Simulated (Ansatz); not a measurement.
# WC: an axial (c/a) deformation path

Aim: for WC, follow an axial (c/a) deformation at fixed volume.

Method: DFT PBE, scalar-relativistic, plane waves, PAW, in Ansatz 0.2.0.

**1. Starting point**

It takes space group P-6m2 (No. 187, hexagonal). Conventional cell: a = 2.901 Å, b = 2.901 Å, c = 2.829 Å, α = 90.00°, β = 90.00°, γ = 120.00°. W (site symmetry -6m2) has 6 C at 2.19 Å in its first shell of neighbours. Around C (site symmetry -6m2) lie 6 W at 2.19 Å.

As a file:

```xyz
2
Lattice="2.9005 0.0000 0.0000 -1.4503 2.5119 0.0000 0.0000 0.0000 2.8290" Properties=species:S:1:pos:R:3 pbc="T T T"
W     0.0000    0.0000    0.0000
C     1.4503    0.8373    1.4145
```

No relaxation comes first: the listed cell is the starting point.

**2. The reference cell**

Reference values: F = -10636.0494 eV; pressure 8.46 GPa; largest force 0.000 eV/Å; gap on the mesh none (metal). It was computed beforehand with the settings of the runs below.

**3. Setting up an axial (c/a) deformation path**

At fixed volume and fractional coordinates, lengths along (0.000, 0.000, 1.000) are scaled against those across it; ρ is that ratio over its starting value.

**4. ρ = 0.850**

Input file input.yaml:

```yaml
crystal:
  lattice:
    - [3.0619642063, 0.0, 0.0]
    - [-1.5309821031, 2.6517387881, 0.0]
    - [0.0, 0.0, 2.5385101132]
  atoms:
    - { symbol: W, position: [0.0, 0.0, 0.0] }
    - { symbol: C, position: [0.6666666667, 0.3333333333, 0.5] }
basis:
  ecutwfc: 420
kpoints:
  mp_grid: { grid: [24, 24, 18] }
hamiltonian:
  xc: pbe
scf:
  occupations: { method: gaussian, width: 0.15 }
output:
  forces: true
  stress: true
  eigenvalues: true
```

On the command line:

```
ansatz run input.yaml --threads 1 --pin off --max-ram 2560MiB --backend cpu --events-out ev --progress --plain --runs-dir out
```

**5. Point ρ = 1.200**

Edit input.yaml of step 4 so:

```diff
@@ -2,5 +2,5 @@
   lattice:
-    - [3.0619642063, 0.0, 0.0]
-    - [-1.5309821031, 2.6517387881, 0.0]
-    - [0.0, 0.0, 2.5385101132]
+    - [2.7294763531, 0.0, 0.0]
+    - [-1.3647381766, 2.3637958608, 0.0]
+    - [0.0, 0.0, 3.1946291108]
   atoms:
@@ -20 +20,5 @@
   eigenvalues: true
+  write_density: true
+  write_potential: true
+  elf: true
+  volumetric_format: npy
```

**6. Point ρ = 0.920**

Input file input.yaml:

```yaml
crystal:
  lattice:
    - [2.9822483642, 0.0, 0.0]
    - [-1.4911241821, 2.5827028438, 0.0]
    - [0.0, 0.0, 2.6760332114]
  atoms:
    - { symbol: W, position: [0.0, 0.0, 0.0] }
    - { symbol: C, position: [0.6666666667, 0.3333333333, 0.5] }
basis:
  ecutwfc: 420
kpoints:
  mp_grid: { grid: [24, 24, 18] }
hamiltonian:
  xc: pbe
scf:
  occupations: { method: gaussian, width: 0.15 }
output:
  forces: true
  stress: true
  eigenvalues: true
```

**7. ρ = 1.100**

Edit input.yaml of step 6 so:

```diff
@@ -2,5 +2,5 @@
   lattice:
-    - [2.9822483642, 0.0, 0.0]
-    - [-1.4911241821, 2.5827028438, 0.0]
-    - [0.0, 0.0, 2.6760332114]
+    - [2.8098007436, 0.0, 0.0]
+    - [-1.4049003718, 2.4333588235, 0.0]
+    - [0.0, 0.0, 3.0145887278]
   atoms:
```

**8. ρ = 0.960**

Edit input.yaml of step 7 so:

```diff
@@ -2,5 +2,5 @@
   lattice:
-    - [2.8098007436, 0.0, 0.0]
-    - [-1.4049003718, 2.4333588235, 0.0]
-    - [0.0, 0.0, 3.0145887278]
+    - [2.9402392704, 0.0, 0.0]
+    - [-1.4701196352, 2.5463219013, 0.0]
+    - [0.0, 0.0, 2.7530479113]
   atoms:
```

**9. ρ = 1.050**

Edit input.yaml of step 8 so:

```diff
@@ -2,5 +2,5 @@
   lattice:
-    - [2.9402392704, 0.0, 0.0]
-    - [-1.4701196352, 2.5463219013, 0.0]
-    - [0.0, 0.0, 2.7530479113]
+    - [2.8537109727, 0.0, 0.0]
+    - [-1.4268554863, 2.4713861974, 0.0]
+    - [0.0, 0.0, 2.9225311367]
   atoms:
@@ -20 +20,5 @@
   eigenvalues: true
+  write_density: true
+  write_potential: true
+  elf: true
+  volumetric_format: npy
```

**10. At ρ = 0.800**

Edit input.yaml of step 9 so:

```diff
@@ -2,5 +2,5 @@
   lattice:
-    - [2.8537109727, 0.0, 0.0]
-    - [-1.4268554863, 2.4713861974, 0.0]
-    - [0.0, 0.0, 2.9225311367]
+    - [3.1244704561, 0.0, 0.0]
+    - [-1.5622352281, 2.7058707884, 0.0]
+    - [0.0, 0.0, 2.4379582952]
   atoms:
```

**11. Point ρ = 1.300**

Input file input.yaml:

```yaml
crystal:
  lattice:
    - [2.6576143944, 0.0, 0.0]
    - [-1.3288071972, 2.301561579, 0.0]
    - [0.0, 0.0, 3.3697306049]
  atoms:
    - { symbol: W, position: [0.0, 0.0, 0.0] }
    - { symbol: C, position: [0.6666666667, 0.3333333333, 0.5] }
basis:
  ecutwfc: 420
kpoints:
  mp_grid: { grid: [24, 24, 18] }
hamiltonian:
  xc: pbe
scf:
  occupations: { method: gaussian, width: 0.15 }
output:
  forces: true
  stress: true
  eigenvalues: true
```

(Steps that only read results are left out.)

What does the calculation give? Wanted: highest point.

As calculated:

| quantity | value |
| --- | --- |
| highest point | 949.4 meV/atom at ρ = 1.300 |

In words: No sampled point lies below the undisturbed cell. No further minimum shows among the sampled points. Spin-orbit coupling is left out for W.
